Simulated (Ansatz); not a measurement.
# Nb6ZnAu2: the cost of one run

Method: DFT, PBEsol, no spin polarisation, plane waves, PAW, in Ansatz 0.2.0.

## 1. The structure

Symmetry: C2/m, No. 12, monoclinic system. Conventional cell: a = 9.253 Å, b = 5.026 Å, c = 8.554 Å, α = 90.00°, β = 98.07°, γ = 90.00°. Au (site symmetry m) is surrounded by 1 Zn at 2.35 Å. Around Zn (site symmetry 2/m) lie 2 Au at 2.35 Å. Nb (site symmetry m) has 3 Au at 2.99 to 3.01 Å and 5 Nb at 2.99 to 3.33 Å as nearest neighbours. Nb (site symmetry m) is surrounded by 3 Zn at 2.86 to 3.17 Å and 5 Nb at 2.94 to 3.18 Å and 3 Au at 3.04 to 3.22 Å. Nb (site symmetry m) has 4 Au at 2.90 to 3.42 Å and 7 Nb at 2.95 to 3.37 Å as nearest neighbours.

Coordinates:

```
CELL_PARAMETERS angstrom
0.00000 5.02585 0.00000
4.62660 -2.51293 0.00000
1.20090 0.00000 -8.46969
ATOMIC_POSITIONS crystal
Au 0.14474 0.28948 0.75097
Au 0.85526 0.71052 0.24903
Zn 0.00000 0.00000 0.00000
Nb 0.47030 0.94060 0.72470
Nb 0.52970 0.05940 0.27530
Nb 0.29260 0.58520 0.07050
Nb 0.70740 0.41480 0.92950
Nb 0.17360 0.34720 0.40920
Nb 0.82640 0.65280 0.59080
```

The first density is read from a saved solution for the starting cell.

## 2. The relaxation

Input file input.yaml:

```yaml
crystal:
  lattice:
    - [0.0, 5.02585, 0.0]
    - [4.626595, -2.512925, 0.0]
    - [1.200895, 0.0, -8.469695]
  atoms:
    - { symbol: Au, position: [0.14474, 0.28948, 0.75097] }
    - { symbol: Au, position: [0.85526, 0.71052, 0.24903] }
    - { symbol: Zn, position: [0.0, 0.0, 0.0] }
    - { symbol: Nb, position: [0.4703, 0.9406, 0.7247] }
    - { symbol: Nb, position: [0.5297, 0.0594, 0.2753] }
    - { symbol: Nb, position: [0.2926, 0.5852, 0.0705] }
    - { symbol: Nb, position: [0.7074, 0.4148, 0.9295] }
    - { symbol: Nb, position: [0.1736, 0.3472, 0.4092] }
    - { symbol: Nb, position: [0.8264, 0.6528, 0.5908] }
  symmetry: { tolerance: 0.0003 }
kpoints:
  mp_grid: { grid: [4, 4, 3], shift: [0, 0, 0] }
magnetization:
  spin_polarized: false
scf:
  occupations: { method: fermi_dirac }
  lower_state_search: "off"
hamiltonian:
  pseudopotentials: { kind: paw }
  xc: pbesol
basis:
  ecutwfc: 420
  fft_grid_basis: typed
relax:
  max_steps: 60
  cell: { p_target: 0.0 }
output:
  forces: true
  stress: true
  eigenvalues: true
  populations: true
  elf: true
  write_potential: true
  volumetric_format: npy
  dos:
    e_range: [-12, 8]
    de: 0.05
    projected: { site_lists: { Au: [Au], Nb: [Nb], Zn: [Zn] } }
  bader: false
checkpoint:
  read: saved_state
```

Run with:

```sh
> ansatz run input.yaml --threads 2 --pin off --max-ram 3584MiB --backend cpu --events-out ev --progress --plain --runs-dir out
```

**Question.** How long does this run take on 2 threads of Arm Neoverse V2, shared host, and how much memory does it need?

About 3.2 min, with a peak of 0.67 GiB.
